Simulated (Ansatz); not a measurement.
GeW:

```
CELL_PARAMETERS angstrom
0.00000 2.57761 2.57761
2.57761 0.00000 2.57761
2.57761 2.57761 0.00000
ATOMIC_POSITIONS crystal
Ge 0.50000 0.50000 0.50000
W 0.00000 0.00000 0.00000
```

The cell was built by a generator and needn't be a form met in nature.

| Quantity | Value |
| --- | --- |
| Program | Ansatz 0.2.0 |
| Task | relaxation of cell and atoms |
| Functional | PBE |
| Potentials or basis | Ansatz PAW |
| Cutoff | 420 eV (not typed: the program's choice for these potentials) |
| k mesh | 9 × 9 × 9 |
| Occupations | fermi-dirac, width 0.05 eV |
| Spin | no spin polarisation |
| Hubbard terms | W d U = 8 eV |

At the start: volume 17.13 Å³/atom.

**Question.** How do energy, volume and symmetry change on relaxing?

**Answer.** It ends after 6 steps and the volume is 17.85 Å³/atom (+4.2 %); space group Fm-3m (No. 225, to 0.05 Å).

Step by step:
```csv
step,energy change (eV),largest force (eV/Å),volume (Å³)
1,0.0000,0.0000,34.25
2,-0.0043,0.0000,34.72
3,-0.0121,0.0000,35.88
4,-0.0125,0.0000,35.65
5,-0.0125,0.0000,35.70
6,-0.0129,0.0000,35.70
```

Final structure:
```cif
data_structure
_symmetry_space_group_name_H-M 'P 1'
_symmetry_Int_Tables_number 1
_cell_length_a 3.6959
_cell_length_b 3.6959
_cell_length_c 3.6959
_cell_angle_alpha 60.000
_cell_angle_beta 60.000
_cell_angle_gamma 60.000
_cell_volume 35.70
loop_
_atom_site_label
_atom_site_type_symbol
_atom_site_fract_x
_atom_site_fract_y
_atom_site_fract_z
_atom_site_occupancy
Ge1 Ge 0.50000 0.50000 0.50000 1
W1 W 0.00000 0.00000 0.00000 1
```

Caveat: the plane-wave basis is chosen anew once the cell has moved, so the energies of steps on either side of that aren't comparable; U without spin polarisation on a metal has little footing; the U is typed as a test and isn't derived for this compound.
